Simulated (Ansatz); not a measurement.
# Ti2VO6: the cost of one run

Program: Ansatz 0.2.0. Level of theory: DFT PBE, scalar-relativistic, plane waves, PAW. These are calculated values, not measurements.

## Step 1: The system as given

The structure is orthorhombic, space group C222 (No. 21). The conventional cell has a = 5.738 Å, b = 9.831 Å, c = 6.279 Å, α = 90.00°, β = 90.00°, γ = 90.00°. Ti (site symmetry 2) has 4 O at 1.82 to 1.83 Å as nearest neighbours. V (site symmetry 222) is surrounded by 4 O at 1.76 Å. Around O (site symmetry 2) lie 2 Ti at 1.82 Å. O (site symmetry 1) has 1 V at 1.76 Å and 1 Ti at 1.83 Å as nearest neighbours.

Structure file:

```
Ti V O
1.0
     2.86897   -4.91571    0.00000
     2.86897    4.91571    0.00000
     0.00000    0.00000    6.27910
Ti V O
2 1 6
Direct
  0.00000 0.50000 0.16721
  0.50000 0.00000 0.83279
  0.50000 0.50000 0.50000
  0.78973 0.21027 0.00000
  0.78015 0.56995 0.33798
  0.43005 0.21985 0.66202
  0.56995 0.78015 0.66202
  0.21985 0.43005 0.33798
  0.21027 0.78973 0.00000
```

The cell was relaxed beforehand at this level, from a generated guess; it is a trial structure. At a tolerance of 0.05 Å it has space group C222 (No. 21); it has 19.68 Å³/atom, an uncorrected energy of -2.77 eV/atom over the elements.

## Step 2: Electronic structure at the relaxed geometry

input.yaml

```yaml
crystal:
  lattice:
    - [2.8689726016, -4.915707211, 0.0]
    - [2.8689726016, 4.915707211, 0.0]
    - [0.0, 0.0, 6.2790993067]
  atoms:
    - { symbol: Ti, position: [0.0, 0.5, 0.1672066009] }
    - { symbol: Ti, position: [0.5, 0.0, 0.8327933991] }
    - { symbol: V, position: [0.5, 0.5, 0.5], spin: 0.6 }
    - { symbol: O, position: [0.7897289478, 0.2102710522, 0.0] }
    - { symbol: O, position: [0.7801516664, 0.5699484653, 0.3379808241] }
    - { symbol: O, position: [0.4300515347, 0.2198483336, 0.6620191759] }
    - { symbol: O, position: [0.5699484653, 0.7801516664, 0.6620191759] }
    - { symbol: O, position: [0.2198483336, 0.4300515347, 0.3379808241] }
    - { symbol: O, position: [0.2102710522, 0.7897289478, 0.0] }
basis:
  ecutwfc: 420
kpoints:
  mp_grid: { grid: [8, 8, 6] }
  band_path:
    path:
      - [[0.0, 0.0, 0.0], [-0.5, 0.5, 0.0], [-0.33515709, 0.66484291, 0.0]]
      - [[0.33515709, 0.33515709, 0.0], [0.0, 0.0, 0.0], [0.0, 0.0, 0.5], [0.33515709, 0.33515709, 0.5]]
      - [[-0.33515709, 0.66484291, 0.5], [-0.5, 0.5, 0.5], [-0.5, 0.5, 0.0]]
      - [[0.0, 0.0, 0.0], [0.0, 0.5, 0.0], [0.0, 0.5, 0.5], [0.0, 0.0, 0.5], [-0.5, 0.5, 0.5]]
    npoints: 14
hamiltonian:
  xc: pbe
scf:
  occupations: { method: gaussian, width: 0.1 }
  n_extra_bands: 22
output:
  forces: true
  stress: true
  eigenvalues: true
  populations: true
  dos: { projected: true, de: 0.02, nscf_kmesh: { grid: [10, 10, 8] } }
  bader: true
  write_density: true
  write_potential: true
  elf: true
  volumetric_format: npy
magnetization:
  spin_polarized: true
checkpoint:
  read: start.run
  write: ck
  compress: false
  write_wavefunctions: false
  write_every: 100000
```

Launch:

```
ansatz run input.yaml --threads 4 --pin off --max-ram 8192MiB --backend cpu --events-out ev --progress --plain --runs-dir out
```

**Question.** How long does this run take on 4 threads of Arm Neoverse V2, shared host, and how much memory does it need?

About 2.4 min, with a peak of 1.7 GiB.
